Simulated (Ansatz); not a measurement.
**C₂H₈AlNSi: a ladder of functionals and wavefunction methods**

An exercise on one series of results from a longer session: the logs are not shown, and one member is left open.

The runs use Ansatz 0.2.0, Gaussian basis; functionals in def2-TZVPP, the program's frozen cores in correlated methods.

Plan: LDA (SPW92), PBE-D4, revPBE-D4, BLYP-D4, r2SCAN-D4, B97M-V, PBE0-D4, B3LYP-D4, r2SCANh-D4, r2SCAN0-D4, HSE06-D4, BHLYP-D4, CAM-B3LYP-D4, LC-ωPBE, ωB97X-V, ωB97M-V, B2PLYP, PBE-QIDH; CCSD(T)/def2-SVP; CCSD(T)/def2-TZVPP; MP2/def2-QZVPP; extrapolation to the limit; RPA on PBE.

## Structure used throughout

The geometry comes from an earlier relaxation with PBE0-D4 in a triple-zeta def2 set; it is a stationary point, not always the lowest conformer.

13 atoms, charge 0, spin multiplicity 1.

Atoms are counted from 1 here; the program's logs count them from 0.

Bond lengths: Al1–C2 1.957 Å, Al1–N3 1.982 Å, Al1–H6 1.590 Å, Al1–H7 1.590 Å, C2–N3 1.506 Å, C2–H8 1.088 Å, C2–H9 1.089 Å, N3–C4 1.493 Å, N3–Si5 1.744 Å, C4–Si5 1.830 Å, C4–H10 1.089 Å, C4–H11 1.086 Å, Si5–H12 1.477 Å, Si5–H13 1.475 Å. Angles: C2–Al1–N3 44.9°, C2–Al1–H6 117.3°, C2–Al1–H7 120.0°, N3–Al1–H6 111.3°, N3–Al1–H7 111.1°, H6–Al1–H7 122.5°, Al1–C2–N3 68.4°, Al1–C2–H8 127.0°, Al1–C2–H9 118.3°, N3–C2–H8 112.2°, N3–C2–H9 109.6°, H8–C2–H9 111.1°, Al1–N3–C2 66.6°, Al1–N3–C4 136.9°, Al1–N3–Si5 140.5°, C2–N3–C4 123.5°, C2–N3–Si5 132.3°, C4–N3–Si5 68.3° and more.

Set-up of the first run:

The input, in.yaml:

```yaml
crystal:
  periodic: [false, false, false]
  atoms:
    - {symbol: Al, position_ang: [-1.043315, 1.369318, -0.956290]}
    - {symbol: C, position_ang: [-1.402152, 0.017845, 0.412259]}
    - {symbol: N, position_ang: [0.040161, -0.000816, -0.019739]}
    - {symbol: C, position_ang: [1.185539, -0.016643, 0.937073]}
    - {symbol: Si, position_ang: [1.146396, -1.305550, -0.361540]}
    - {symbol: H, position_ang: [-0.677866, 2.834429, -0.457983]}
    - {symbol: H, position_ang: [-1.215072, 1.007884, -2.495447]}
    - {symbol: H, position_ang: [-1.887180, -0.945535, 0.269522]}
    - {symbol: H, position_ang: [-1.467739, 0.339732, 1.451039]}
    - {symbol: H, position_ang: [0.910350, -0.315493, 1.947210]}
    - {symbol: H, position_ang: [1.822287, 0.861777, 0.898347]}
    - {symbol: H, position_ang: [0.702651, -2.663316, 0.012550]}
    - {symbol: H, position_ang: [1.906342, -1.218434, -1.622302]}
basis:
  gaussian: {orbitals: def2-TZVPP}
hamiltonian: {xc: lda}
output: {orbitals: {seedname: orbitals}}
```

Steps of the session up to this table: LDA; PBE-D4 (GGA); revPBE-D4 (GGA); BLYP-D4 (GGA); r2SCAN-D4 (meta-GGA); B97M-V (meta-GGA); PBE0-D4 (hybrid); B3LYP-D4 (hybrid); r2SCANh-D4 (hybrid); r2SCAN0-D4 (hybrid); HSE06-D4 (hybrid); BHLYP-D4 (hybrid); CAM-B3LYP-D4 (range-separated); LC-ωPBE (range-separated); ωB97X-V (range-separated); ωB97M-V (range-separated); B2PLYP (double hybrid); PBE-QIDH (double hybrid).

One table of the session follows, with a row left open; its other results are not shown here.

It belongs to the step «Frontier levels by functional». 

| functional | HOMO (eV) | gap (eV) |
| --- | --- | --- |
| LDA (SPW92) | -5.47 | 3.57 |
| PBE-D4 | -5.33 | 3.64 |
| revPBE-D4 | -5.27 | 3.68 |
| BLYP-D4 | ? | ? |
| r2SCAN-D4 | -5.51 | 4.10 |
| B97M-V | -5.63 | 4.07 |
| PBE0-D4 | -6.43 | 5.59 |
| B3LYP-D4 | -6.23 | 5.18 |
| r2SCANh-D4 | -5.93 | 4.82 |
| r2SCAN0-D4 | -6.56 | 5.89 |
| HSE06-D4 | -6.04 | 4.82 |
| BHLYP-D4 | -7.45 | 7.48 |
| CAM-B3LYP-D4 | -7.73 | 7.89 |
| LC-ωPBE | -9.06 | 10.36 |
| ωB97X-V | -8.72 | 9.88 |
| ωB97M-V | -8.61 | 9.50 |

Q: Estimate the row for BLYP-D4 from the others.

Worked estimate for «HOMO (eV)». Against the share of exact exchange, B3LYP-D4 (0.2, -6.23), BHLYP-D4 (0.5, -7.45) give a slope of -4.07 per unit share; at 0 the line stands at -5.42.

**Answer.** HOMO (eV): -5.18; gap (eV): 3.62. In «HOMO (eV)» the line misses by -0.24.
